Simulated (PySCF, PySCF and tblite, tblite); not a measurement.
# C₅H₄F₂O₂: a path driven as rotation about a bond, and NMR exchange

Aim: the barrier and rate of rotation about a bond in C₅H₄F₂O₂ (`O=COCC1=CC1(F)F`), and what it does to NMR lines.

Programs: PySCF 2.14.0 with density-fitted response routines of our own, and tblite 0.8.0. All values are computed, except where a source is named. Atoms count from 0 throughout.

## Step 1: The molecule as given

13 atoms, charge 0, multiplicity 1; geometry from: force field or distance geometry start.

Bonds of the start (Å): C1–H9 1.11, C1–O2 1.35, C3–C4 1.44, C3–H10 1.08, C3–H11 1.10, C4–C5 1.30, C4–C6 1.42, C5–C6 1.42, C5–H12 1.07, C6–F7 1.37, C6–F8 1.37, O0–C1 1.21, O2–C3 1.45.

## Step 2: GFN2-xTB relaxation, start minimum

What the job is given:

```
{"job": {"xc": "GFN2-xTB", "basis": "xTB", "kind": "relax"}, "charge": 0, "multiplicity": 1}
O      2.394200     1.197600    -0.624100
C      2.452700     0.234600     0.102400
O      1.564200    -0.776800     0.232500
C      0.396500    -0.663500    -0.620500
C     -0.695400    -0.106900     0.143600
C     -1.307100     0.425900     1.154500
C     -2.066900     0.205700    -0.029800
F     -2.471500     1.250100    -0.813500
F     -3.011000    -0.791100    -0.081900
H      3.290200     0.036600     0.806100
H      0.598100    -0.102300    -1.526500
H      0.142200    -1.692400    -0.924700
H     -1.290400     0.782900     2.164400
```

Started as:

```sh
OMP_NUM_THREADS=1 python ens_run.py task.json out
```

The driver reads the study from task.json and runs its stages one after another.

What it wrote:

```text
step      E/eV     max force
  0    -822.95685    2.896
  1    -822.99177    3.949
  2    -823.11898    0.609
  3    -823.13443    0.366
  4    -823.15184    0.450
  5    -823.16407    0.342
  6    -823.16843    0.183
  7    -823.17158    0.196
  8    -823.17382    0.271
  9    -823.17578    0.123
 10    -823.17739    0.099
 11    -823.17863    0.130
 12    -823.18047    0.126
 13    -823.18197    0.113
 14    -823.18309    0.103
 15    -823.18386    0.087
 16    -823.18445    0.075
 17    -823.18486    0.061
 18    -823.18510    0.041
 19    -823.18525    0.036
 20    -823.18536    0.033
 21    -823.18545    0.031
 22    -823.18553    0.027
 23    -823.18561    0.027
 24    -823.18569    0.029
 25    -823.18579    0.029
 26    -823.18594    0.032
 27    -823.18617    0.045
 28    -823.18641    0.043
 29    -823.18658    0.037
 30    -823.18669    0.029
 31    -823.18676    0.030
 32    -823.18684    0.029
 33    -823.18694    0.035
 34    -823.18703    0.036
 35    -823.18711    0.026
 36    -823.18718    0.020
 37    -823.18722    0.017
 38    -823.18726    0.019
 39    -823.18729    0.018
 40    -823.18732    0.017
 41    -823.18736    0.015
 42    -823.18738    0.013
 43    -823.18740    0.014
 44    -823.18743    0.018
 45    -823.18748    0.027
 46    -823.18754    0.027
 47    -823.18760    0.023
 48    -823.18764    0.018
 49    -823.18767    0.019
 50    -823.18771    0.026
 51    -823.18778    0.030
 52    -823.18788    0.041
 53    -823.18804    0.054
 54    -823.18828    0.059
 55    -823.18860    0.055
 56    -823.18891    0.050
 57    -823.18913    0.045
 58    -823.18928    0.047
 59    -823.18942    0.045
 60    -823.18954    0.078
 61    -823.18975    0.049
 62    -823.18993    0.023
 63    -823.19004    0.029
 64    -823.19010    0.030
 65    -823.19018    0.023
 66    -823.19025    0.032
 67    -823.19032    0.037
 68    -823.19042    0.038
 69    -823.19051    0.074
 70    -823.19061    0.098
 71    -823.19072    0.045
 72    -823.19077    0.021
 73    -823.19082    0.016
 74    -823.19085    0.013
 75    -823.19087    0.010
 76    -823.19088    0.017
 77    -823.19089    0.016
 78    -823.19091    0.010
 79    -823.19092    0.012
 80    -823.19094    0.011
 81    -823.19094    0.011
 82    -823.19095    0.008
 83    -823.19095    0.007
 84    -823.19096    0.011
 85    -823.19098    0.013
 86    -823.19100    0.016
 87    -823.19102    0.017
 88    -823.19105    0.019
 89    -823.19111    0.024
 90    -823.19120    0.031
 91    -823.19132    0.029
 92    -823.19142    0.029
 93    -823.19149    0.024
 94    -823.19152    0.073
 95    -823.19164    0.035
 96    -823.19176    0.048
 97    -823.19196    0.036
 98    -823.19201    0.019
 99    -823.19205    0.025
100    -823.19208    0.019
101    -823.19210    0.018
102    -823.19211    0.014
103    -823.19211    0.010
104    -823.19212    0.007
105    -823.19212    0.005
106    -823.19212    0.003
107    -823.19212    0.002
```

Wall time 0.4 s (1 thread of Arm Neoverse V2, shared host).

The energy fell by 0.235 eV, and the atoms moved 0.22 Å (root mean square).

## Step 3: Relaxed scan, rotation

What the job is given:

```
{"job": {"xc": "GFN2-xTB", "basis": "xTB", "coordinate": [["t", [0, 1, 2, 3], 0.5], ["t", [9, 1, 2, 3], 0.5]], "kind": "drive"}, "charge": 0, "multiplicity": 1}
O      2.080216     1.318863    -0.229991
C      2.331341     0.249113     0.233302
O      1.626086    -0.863868     0.073168
C      0.442927    -0.760857    -0.718660
C     -0.663915    -0.132539     0.014768
C     -1.140539     0.496113     1.073613
C     -2.087818     0.225632    -0.010121
F     -2.577019     1.194119    -0.821887
F     -3.062626    -0.715477     0.093265
H      3.206174     0.019933     0.862639
H      0.651056    -0.166674    -1.619810
H      0.180014    -1.783421    -1.004156
H     -0.990284     0.919549     2.036144
```

What it wrote:

```text
point  coordinate     E/eV
  0    103.800     -823.15195
  1    118.200     -823.03879
  2    133.100     -822.88576
  3    148.200     -822.72484
  4    163.700     -822.59565
  5    179.400     -822.54008
  6    195.100     -822.57547
  7    210.500     -822.67322
  8    225.500     -822.78654
  9    240.200     -822.88062
 10    254.800     -822.93741
 11    269.400     -822.94929
```

It took 1.7 s on 1 thread of Arm Neoverse V2, shared host.

The highest point is number 5, 14.1 kcal/mol above the first.

## Step 4: Nudged elastic band, leg 1

Changed since step 3:

```diff
@@ -1,2 +1,2 @@
-{"job": {"xc": "GFN2-xTB", "basis": "xTB", "coordinate": [["t", [0, 1, 2, 3], 0.5], ["t", [9, 1, 2, 3], 0.5]], "kind": "drive"}, "charge": 0, "multiplicity": 1}
+{"job": {"xc": "GFN2-xTB", "basis": "xTB", "kind": "neb"}, "charge": 0, "multiplicity": 1}
 O      2.080216     1.318863    -0.229991
```

What it wrote:

```text
image   E - E0 / eV
  0       0.0000
  1       0.0452
  2       0.2292
  3       0.6525
  4       0.4631
  5       0.2773
  6       0.2388
```

Run time: 2.2 s. Hardware: 1 thread of Arm Neoverse V2, shared host; peak memory 0.19 GiB.

The highest point is number 3, 15.0 kcal/mol above the first.

## Step 5: Saddle search, leg 1

What the job is given:

```
{"job": {"xc": "GFN2-xTB", "basis": "xTB", "kind": "saddle"}, "charge": 0, "multiplicity": 1}
O      2.119958     1.018429     1.244093
C      2.296084     0.274404     0.338743
O      1.629494    -0.899910     0.160708
C      0.457950    -0.864424    -0.638495
C     -0.653539    -0.136979    -0.005986
C     -1.151551     0.580300     0.984688
C     -2.059582     0.272823    -0.122138
F     -2.461851     1.207026    -1.022695
F     -3.079722    -0.615803    -0.013662
H      3.069746     0.433830    -0.440258
H      0.673442    -0.417121    -1.622390
H      0.177718    -1.912943    -0.785542
H     -1.018147     1.060369     1.922933
```

What it wrote:

```text
step      E/eV     max force
  0    -822.53966   0.0118
  1    -822.54161   0.1440
  2    -822.54076   0.0477
  3    -822.54018   0.0102
  4    -822.54084   0.0119
  5    -822.54135   0.0128
  6    -822.54170   0.0092
  7    -822.54189   0.0290
  8    -822.54182   0.0037
lowest wavenumbers (cm-1): -273.4 32.8 68.1 119.0 170.0 208.1
```

Run time: 2.2 s. Hardware: 1 thread of Arm Neoverse V2, shared host; peak memory 0.19 GiB.

Point group C1; 1 imaginary mode, 273i cm⁻¹, carried by H9, O0, C1, O2. Steps downhill from it reached both ends.

## Step 6: Shieldings, start: PBE0/pcSseg-1

What the job is given:

```
{"job": {"kind": "nmr", "xc": "PBE0", "basis": "pcSseg-1", "pop": false}, "charge": 0, "multiplicity": 1}
O      2.080216     1.318863    -0.229991
C      2.331341     0.249113     0.233302
O      1.626086    -0.863868     0.073168
C      0.442927    -0.760857    -0.718660
C     -0.663915    -0.132539     0.014768
C     -1.140539     0.496113     1.073613
C     -2.087818     0.225632    -0.010121
F     -2.577019     1.194119    -0.821887
F     -3.062626    -0.715477     0.093265
H      3.206174     0.019933     0.862639
H      0.651056    -0.166674    -1.619810
H      0.180014    -1.783421    -1.004156
H     -0.990284     0.919549     2.036144
```

What it wrote:

```text
coarse grid: 12256 points
cycle   1  E = -542.0821455752  dE =  1.812e+00  |g| = 1.050e+00  |ddm| = 3.466e+00
cycle   2  E = -541.7099737439  dE =  3.722e-01  |g| = 1.788e+00  |ddm| = 1.824e+00
cycle   3  E = -542.2605634275  dE = -5.506e-01  |g| = 3.004e-01  |ddm| = 1.289e+00
cycle   4  E = -542.2757005143  dE = -1.514e-02  |g| = 9.519e-02  |ddm| = 2.463e-01
cycle   5  E = -542.2771744272  dE = -1.474e-03  |g| = 1.921e-02  |ddm| = 6.613e-02
cycle   6  E = -542.2772444032  dE = -6.998e-05  |g| = 6.147e-03  |ddm| = 1.670e-02
cycle   7  E = -542.2772512889  dE = -6.886e-06  |g| = 1.711e-03  |ddm| = 5.020e-03
final grid: 123152 points
cycle   8  E = -542.3646269097  dE = -2.630e-05  |g| = 1.347e-02  |ddm| = 3.126e-02
cycle   9  E = -542.3645802758  dE =  4.663e-05  |g| = 2.113e-02  |ddm| = 2.087e-02
cycle  10  E = -542.3646584019  dE = -7.813e-05  |g| = 2.250e-03  |ddm| = 1.302e-02
cycle  11  E = -542.3646593298  dE = -9.279e-07  |g| = 4.982e-04  |ddm| = 1.732e-03
cycle  12  E = -542.3646593699  dE = -4.010e-08  |g| = 1.586e-04  |ddm| = 4.219e-04
cycle  13  E = -542.3646593746  dE = -4.686e-09  |g| = 5.545e-05  |ddm| = 1.490e-04
cycle  14  E = -542.3646593752  dE = -6.469e-10  |g| = 1.416e-05  |ddm| = 6.203e-05
converged SCF energy = -542.3646593752

GIAO shielding tensors (ppm)
atom      isotropic    diamagn.    paramagn.     s11        s22        s33       span
  0 O     -115.939     402.431    -518.370   -403.865   -247.810    303.858    707.723
  1 C       21.577     246.409    -224.833    -83.396     70.288     77.838    161.234
  2 O      131.079     398.822    -267.743    -44.976    212.722    225.491    270.466
  3 C      125.602     244.762    -119.160     96.433    119.147    161.226     64.793
  4 C       40.739     256.285    -215.546    -72.485     32.441    162.260    234.746
  5 C       57.629     253.532    -195.902    -52.265     44.865    180.288    232.553
  6 C       79.124     247.738    -168.614     40.281     56.136    140.954    100.673
  7 F      293.305     471.621    -178.316    149.935    332.417    397.563    247.628
  8 F      290.593     471.006    -180.412    144.531    333.460    393.789    249.258
  9 H       23.461      25.744      -2.283     19.238     23.279     27.867      8.628
 10 H       25.743      29.178      -3.435     22.249     25.588     29.391      7.142
 11 H       26.597      27.931      -1.334     21.717     26.900     31.173      9.456
 12 H       24.155      32.068      -7.913     21.630     24.501     26.333      4.703
```

It took 15 s on 1 thread of Arm Neoverse V2, shared host; peak memory 0.94 GiB.

This run: HOMO -8.48 eV, LUMO -0.64 eV; dipole 3.00 D.

## Step 7: Shieldings, saddle of leg 1: PBE0/pcSseg-1

What the job is given:

```
{"job": {"kind": "nmr", "xc": "PBE0", "basis": "pcSseg-1", "pop": false}, "charge": 0, "multiplicity": 1}
O      2.062671     0.993488     1.279210
C      2.259378     0.289339     0.346465
O      1.641863    -0.906631     0.137434
C      0.459573    -0.891437    -0.646803
C     -0.642719    -0.152715    -0.011840
C     -1.120632     0.577894     0.979167
C     -2.040605     0.284648    -0.121794
F     -2.428054     1.224108    -1.023549
F     -3.077843    -0.582431    -0.004914
H      3.013718     0.510770    -0.436097
H      0.660653    -0.462170    -1.641919
H      0.181987    -1.943622    -0.769752
H     -0.969990     1.058759     1.914392
```

What it wrote:

```text
coarse grid: 12256 points
cycle   1  E = -542.0459826546  dE =  1.802e+00  |g| = 1.083e+00  |ddm| = 3.463e+00
cycle   2  E = -541.6154624357  dE =  4.305e-01  |g| = 1.890e+00  |ddm| = 1.946e+00
cycle   3  E = -542.2410902291  dE = -6.256e-01  |g| = 2.800e-01  |ddm| = 1.338e+00
cycle   4  E = -542.2541505767  dE = -1.306e-02  |g| = 9.908e-02  |ddm| = 2.509e-01
cycle   5  E = -542.2557724846  dE = -1.622e-03  |g| = 1.875e-02  |ddm| = 7.769e-02
cycle   6  E = -542.2558394423  dE = -6.696e-05  |g| = 5.927e-03  |ddm| = 1.785e-02
cycle   7  E = -542.2558460049  dE = -6.563e-06  |g| = 1.608e-03  |ddm| = 5.200e-03
final grid: 123152 points
cycle   8  E = -542.3435605151  dE = -2.058e-05  |g| = 1.473e-02  |ddm| = 3.207e-02
cycle   9  E = -542.3434907622  dE =  6.975e-05  |g| = 2.471e-02  |ddm| = 2.327e-02
cycle  10  E = -542.3435976395  dE = -1.069e-04  |g| = 2.952e-03  |ddm| = 1.500e-02
cycle  11  E = -542.3435992696  dE = -1.630e-06  |g| = 4.453e-04  |ddm| = 2.245e-03
cycle  12  E = -542.3435993025  dE = -3.294e-08  |g| = 1.311e-04  |ddm| = 4.568e-04
cycle  13  E = -542.3435993059  dE = -3.348e-09  |g| = 4.359e-05  |ddm| = 1.276e-04
cycle  14  E = -542.3435993062  dE = -3.665e-10  |g| = 1.458e-05  |ddm| = 4.933e-05
converged SCF energy = -542.3435993062

GIAO shielding tensors (ppm)
atom      isotropic    diamagn.    paramagn.     s11        s22        s33       span
  0 O     -231.404     400.297    -631.701   -594.961   -367.927    268.678    863.638
  1 C       14.741     246.997    -232.256    -94.560     66.610     72.174    166.733
  2 O      174.613     399.733    -225.120     77.746    164.437    281.656    203.910
  3 C      122.908     242.470    -119.562     94.085    112.403    162.236     68.151
  4 C       41.495     257.891    -216.397    -73.079     33.570    163.992    237.071
  5 C       54.063     252.525    -198.461    -55.914     41.522    176.582    232.497
  6 C       79.240     247.964    -168.724     40.633     55.946    141.141    100.509
  7 F      291.086     472.187    -181.102    146.541    332.739    393.976    247.435
  8 F      293.397     470.848    -177.451    147.979    333.669    398.541    250.562
  9 H       23.021      26.207      -3.187     19.088     22.745     27.228      8.140
 10 H       26.345      28.999      -2.654     21.670     26.861     30.504      8.834
 11 H       26.247      27.455      -1.208     21.805     26.380     30.555      8.749
 12 H       23.853      32.011      -8.158     21.532     23.927     26.101      4.569
```

It took 15 s on 1 thread of Arm Neoverse V2, shared host; peak memory 0.76 GiB.

In short: HOMO -8.39 eV, LUMO -1.12 eV; dipole 2.64 D.

## Step 8: Shieldings, end: PBE0/pcSseg-1

What the job is given:

```
{"job": {"kind": "nmr", "xc": "PBE0", "basis": "pcSseg-1", "pop": false}, "charge": 0, "multiplicity": 1}
O      3.221937     0.471440     1.091141
C      2.289450     0.300705     0.376137
O      1.621982    -0.853441     0.309818
C      0.484078    -0.925245    -0.529575
C     -0.651893    -0.146263    -0.010965
C     -1.184499     0.654532     0.894580
C     -2.045768     0.266204    -0.225966
F     -2.388664     1.131465    -1.213657
F     -3.080330    -0.597958    -0.092856
H      1.889465     1.080108    -0.308817
H      0.724701    -0.582276    -1.546951
H      0.214165    -1.985828    -0.574860
H     -1.096965     1.206206     1.798419
```

What it wrote:

```text
coarse grid: 12256 points
cycle   1  E = -542.0598128412  dE =  1.832e+00  |g| = 1.077e+00  |ddm| = 3.457e+00
cycle   2  E = -541.5813773148  dE =  4.784e-01  |g| = 1.943e+00  |ddm| = 2.198e+00
cycle   3  E = -542.2502000914  dE = -6.688e-01  |g| = 3.150e-01  |ddm| = 1.599e+00
cycle   4  E = -542.2668940106  dE = -1.669e-02  |g| = 1.057e-01  |ddm| = 2.687e-01
cycle   5  E = -542.2687150530  dE = -1.821e-03  |g| = 2.347e-02  |ddm| = 8.308e-02
cycle   6  E = -542.2688182247  dE = -1.032e-04  |g| = 7.152e-03  |ddm| = 2.107e-02
cycle   7  E = -542.2688268379  dE = -8.613e-06  |g| = 2.117e-03  |ddm| = 5.714e-03
final grid: 123152 points
cycle   8  E = -542.3564959566  dE = -2.363e-05  |g| = 1.427e-02  |ddm| = 3.422e-02
cycle   9  E = -542.3564333407  dE =  6.262e-05  |g| = 2.356e-02  |ddm| = 2.364e-02
cycle  10  E = -542.3565306286  dE = -9.729e-05  |g| = 2.686e-03  |ddm| = 1.545e-02
cycle  11  E = -542.3565319374  dE = -1.309e-06  |g| = 4.876e-04  |ddm| = 1.946e-03
cycle  12  E = -542.3565319775  dE = -4.007e-08  |g| = 1.434e-04  |ddm| = 4.693e-04
cycle  13  E = -542.3565319816  dE = -4.153e-09  |g| = 4.705e-05  |ddm| = 1.409e-04
cycle  14  E = -542.3565319821  dE = -4.270e-10  |g| = 1.534e-05  |ddm| = 5.418e-05
converged SCF energy = -542.3565319821

GIAO shielding tensors (ppm)
atom      isotropic    diamagn.    paramagn.     s11        s22        s33       span
  0 O     -144.092     394.992    -539.085   -464.629   -245.864    278.216    742.844
  1 C       22.665     250.507    -227.841    -77.303     64.118     81.181    158.484
  2 O      133.533     397.439    -263.906    -74.920    233.816    241.702    316.622
  3 C      123.499     242.997    -119.498    100.868    106.620    163.009     62.140
  4 C       39.210     256.324    -217.114    -73.274     29.446    161.459    234.733
  5 C       56.223     253.168    -196.945    -55.035     43.015    180.690    235.725
  6 C       79.601     247.320    -167.720     40.820     56.096    141.886    101.066
  7 F      291.307     471.672    -180.365    146.555    331.865    395.501    248.946
  8 F      293.055     470.326    -177.271    149.896    332.736    396.533    246.637
  9 H       23.559      29.283      -5.724     20.240     24.788     25.647      5.406
 10 H       26.326      28.384      -2.058     22.219     26.537     30.223      8.004
 11 H       26.232      27.037      -0.805     21.794     26.514     30.387      8.593
 12 H       23.973      31.720      -7.746     21.526     24.338     26.056      4.530
```

It took 15 s on 1 thread of Arm Neoverse V2, shared host; peak memory 0.88 GiB.

This run: HOMO -8.54 eV, LUMO -1.02 eV; dipole 1.47 D.

## Step 9: Barriers, rates and exchange

What the job is given:

```
{"job": {"smiles": "O=COCC1=CC1(F)F", "charge": 0, "mult": 1, "motion": "rotation", "what": "ester", "atoms": [1, 2], "drives": [{"terms": [["t", [0, 1, 2, 3], 0.5], ["t", [9, 1, 2, 3], 0.5]], "by": 180, "n": 12}], "study": "path", "level": {"kind": "nmr", "xc": "PBE0", "basis": "pcSseg-1"}, "fields": [250, 270, 300], "first": 2, "seed": 306, "kind": "path"}, "charge": 0, "multiplicity": 1}
O      2.080216     1.318863    -0.229991
C      2.331341     0.249113     0.233302
O      1.626086    -0.863868     0.073168
C      0.442927    -0.760857    -0.718660
C     -0.663915    -0.132539     0.014768
C     -1.140539     0.496113     1.073613
C     -2.087818     0.225632    -0.010121
F     -2.577019     1.194119    -0.821887
F     -3.062626    -0.715477     0.093265
H      3.206174     0.019933     0.862639
H      0.651056    -0.166674    -1.619810
H      0.180014    -1.783421    -1.004156
H     -0.990284     0.919549     2.036144
```

What it wrote:

```text
stationary points (kcal/mol above the start)
  n  kind          group   xTB      DFT    lowest mode
  0  minimum      C1       0.00     0.00      29.7
  1  saddle       C1      15.00    13.17    -273.4
  2  minimum      C1       5.51     5.18      33.0

GFN2-xTB energies: T/K, barrier G, reaction G (kcal/mol), k forward, k back (1/s)
 150.00    14.16     5.19   7.41e-09      0.268
 200.00    14.20     5.17    0.00128        567
 250.00    14.25     5.14       1.83   5.73e+04
 298.15    14.30     5.11        203   1.14e+06
 350.00    14.38     5.08   7.68e+03   1.15e+07
 400.00    14.46     5.06   1.05e+05   6.08e+07
 500.00    14.64     5.00   4.15e+06   6.33e+08

PBE0/pcSseg-1 + D3(BJ) energies: T/K, barrier G, reaction G (kcal/mol), k forward, k back (1/s)
 150.00    12.33     4.86   3.34e-06       40.6
 200.00    12.37     4.84      0.126   2.45e+04
 250.00    12.42     4.82       71.8   1.17e+06
 298.15    12.48     4.79    4.4e+03   1.43e+07
 350.00    12.56     4.76   1.05e+05   9.89e+07
 400.00    12.64     4.73   1.04e+06      4e+08
 500.00    12.82     4.67    2.6e+07   2.86e+09
```

Run time: 55 s. Hardware: 1 thread of Arm Neoverse V2, shared host; peak memory 0.94 GiB. This counts the whole study up to here.

Barriers by level (kcal/mol; entropies in cal/(mol K)). Zero-point and thermal terms come from xTB in every row. ΔG‡ leaves symmetry out; the rate counts one path; effective ΔG‡, where given, is the barrier that would give that rate by Eyring's equation alone:

| level | ΔE‡ | with zero-point | ΔH‡ | ΔS‡ | ΔG‡ (298 K) | ΔE of reaction | k at 298 K (1/s) | effective ΔG‡ |
| --- | --- | --- | --- | --- | --- | --- | --- | --- |
| GFN2-xTB | 15.00 | 14.10 | 13.88 | -1.4 | 14.30 | 5.51 | 2e+02 | 14.30 |
| PBE0/pcSseg-1 + D3(BJ) | 13.17 | 12.28 | 12.06 | -1.4 | 12.48 | 5.18 | 4.4e+03 | 12.48 |

Sites that the driver pairs across this motion, and where their lines would merge (no couplings; faster rotations or exchange between molecules can average them sooner):

| nucleus | sites: shielding (ppm) | proton frequency (MHz) | spread (Hz) | coalescence (K) | lines at 298 K |
| --- | --- | --- | --- | --- | --- |
| 17O | O0: -115.9; O0 (end): -144.1 | 300 | 1145 | not given | – |
| 19F | F8: 290.6; F8 (end): 293.1 | 300 | 695 | not given | – |
| 19F | F7: 293.3; F7 (end): 291.3 | 300 | 564 | not given | – |
| 1H | H10: 25.74; H10 (end): 26.33 | 300 | 175 | not given | – |
| 13C | C3: 125.6; C3 (end): 123.5 | 300 | 159 | not given | – |
| 13C | C4: 40.7; C4 (end): 39.2 | 300 | 115 | not given | – |
| 1H | H11: 26.60; H11 (end): 26.23 | 300 | 110 | not given | – |
| 13C | C5: 57.6; C5 (end): 56.2 | 300 | 106 | not given | – |

A dash: the driver gave no coalescence for this row (it judged the minor form too scarce).

Rows that set an atom against itself at the end compare its shielding in the two forms.

Lines of quadrupolar nuclei are broad, so their coalescence could hardly be seen.

## Step 10: Summary of results

```
                        quantity                               value
barrier (PBE0/pcSseg-1 + D3(BJ))  ΔE‡ 13.2, ΔG‡(298 K) 12.5 kcal/mol
              barrier (GFN2-xTB)                   ΔE‡ 15.0 kcal/mol
                   rate at 298 K                         4.4e+03 s⁻¹
                 end of the path         5.2 kcal/mol from the start
```

What this shows: DFT puts the top 13.2 kcal/mol above the start (xTB: 15.0); the rate from the DFT barrier is 4.4e+03 s⁻¹ at 298 K. An error of 1.4 kcal/mol changes that rate tenfold.
